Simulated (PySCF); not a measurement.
# MP2/STO-3G run of InH2ClO (SMILES [OH][InH][Cl])

Aim: the vertical ionisation energy of InH2ClO at MP2/STO-3G, from 2 runs. Input form: a Python script.

The calculation is run with PySCF 2.14.0.

### Step 1. The molecule

InH2ClO has 5 atoms, charge 0, and is taken as a singlet. As SMILES, `[OH][InH][Cl]`. Geometry: relaxed at PBE0-D4/def2-TZVP. This is one conformer, not always the lowest.

Bond lengths: O1–In2 1.968 Å, In2–Cl3 2.333 Å, O1–H4 0.961 Å, In2–H5 1.688 Å. Angles: O1–In2–Cl3 109.8°, O1–In2–H5 126.8°, Cl3–In2–H5 123.4°, In2–O1–H4 111.6°.

### Step 2. A single-point energy at MP2/STO-3G

File calc.py:

```python
# [OH][InH][Cl]
from pyscf import gto, scf, mp

molecule = gto.M(
    atom='''
O       -1.390100       0.131800      -0.577000
In       0.449500       0.401800       0.067200
Cl       1.287900      -1.597300       0.930400
H       -1.681700      -0.774800      -0.447000
H        1.334300       1.838500       0.026500
''',
    verbose=3,
    charge=0,
    max_memory=1860,
    basis='sto-3g',
)

mf = scf.RHF(molecule)
mf.conv_tol = 1e-10
mf.kernel()
if not mf.converged:
    mf = mf.newton().run(mf.mo_coeff, mf.mo_occ)

pt = mp.MP2(mf, frozen=24).run()
e_final = pt.e_tot
print('E = %.10f Eh' % e_final)
```

On the command line:

```
$ OMP_NUM_THREADS=1 python calc.py
```

Log:

```text
converged SCF energy = -6212.55442585274
E(RMP2) = -6212.62495067504  E_corr = -0.070524822301665
E(SCS-RMP2) = -6212.62947694501  E_corr = -0.0750510922648944
E = -6212.6249506750 Eh
```

Wall time 1.1 s (1 thread of Arm Neoverse V1, shared host); peak memory 0.12 GiB.

### Step 3. The doublet cation, same level

File job.py:

```python
from pyscf import gto, mp

system = gto.Mole()
system.atom = [
    ('O', (-1.390100, 0.131800, -0.577000)),
    ('In', (0.449500, 0.401800, 0.067200)),
    ('Cl', (1.287900, -1.597300, 0.930400)),
    ('H', (-1.681700, -0.774800, -0.447000)),
    ('H', (1.334300, 1.838500, 0.026500)),
]
system.spin = 1
system.charge = 1
system.verbose = 3
system.basis = 'sto-3g'
system.max_memory = 1860
system.build()

myscf = system.UHF()
myscf.conv_tol = 1e-10
myscf.kernel()
if not myscf.converged:
    myscf = myscf.newton().run(myscf.mo_coeff, myscf.mo_occ)

pt = mp.MP2(myscf, frozen=24).run()
e_final = pt.e_tot
print('E = %.10f Eh' % e_final)
```

On the command line:

```
$ OMP_NUM_THREADS=1 python job.py
```

Log:

```text
SCF not converged.
SCF energy = -6212.24885380405 after 50 cycles  <S^2> = 0.76085797  2S+1 = 2.0108287
converged SCF energy = -6212.31543231997  <S^2> = 0.75853109  2S+1 = 2.008513
E(UMP2) = -6212.36474564658  E_corr = -0.0493133266074529
E(SCS-UMP2) = -6212.3694774457  E_corr = -0.0540451257254447
E = -6212.3647456466 Eh
```

Wall time 1.8 s (1 thread of Arm Neoverse V1, shared host); peak memory 0.12 GiB.

### Step 4. What came out

Level: MP2/STO-3G, 24 core orbitals frozen.

| quantity | value |
| --- | --- |
| singlet InH2ClO: total energy | -6212.62495 Eh |
| singlet InH2ClO: dipole moment (Hartree–Fock density) | 2.39 D |
| singlet InH2ClO: HOMO energy (Hartree–Fock orbitals) | -8.72 eV |
| singlet InH2ClO: LUMO energy (Hartree–Fock orbitals) | 5.51 eV |
| singlet InH2ClO: HOMO–LUMO gap (Hartree–Fock orbitals) | 14.23 eV |
| singlet InH2ClO: correlation energy (24 core orbitals frozen) | -70.5 mEh |
| doublet cation: total energy | -6212.36475 Eh |
| doublet cation: HOMO energy (Hartree–Fock orbitals) (highest over α and β) | -15.06 eV |
| doublet cation: LUMO energy (Hartree–Fock orbitals) (lowest over α and β) | -4.80 eV |
| doublet cation: correlation energy (24 core orbitals frozen) | -49.3 mEh |
| doublet cation: ⟨S²⟩ of the reference determinant | 0.759 |
| vertical ionisation energy (to the doublet cation) | 7.081 eV |

In words: The vertical ionisation energy comes to 7.08 eV (683 kJ/mol). In a minimal basis such a difference can be off by several eV, whatever the method. Relativity is left out (singlet InH2ClO) although the molecule holds a heavy atom. Relativity is left out (doublet cation) although the molecule holds a heavy atom.
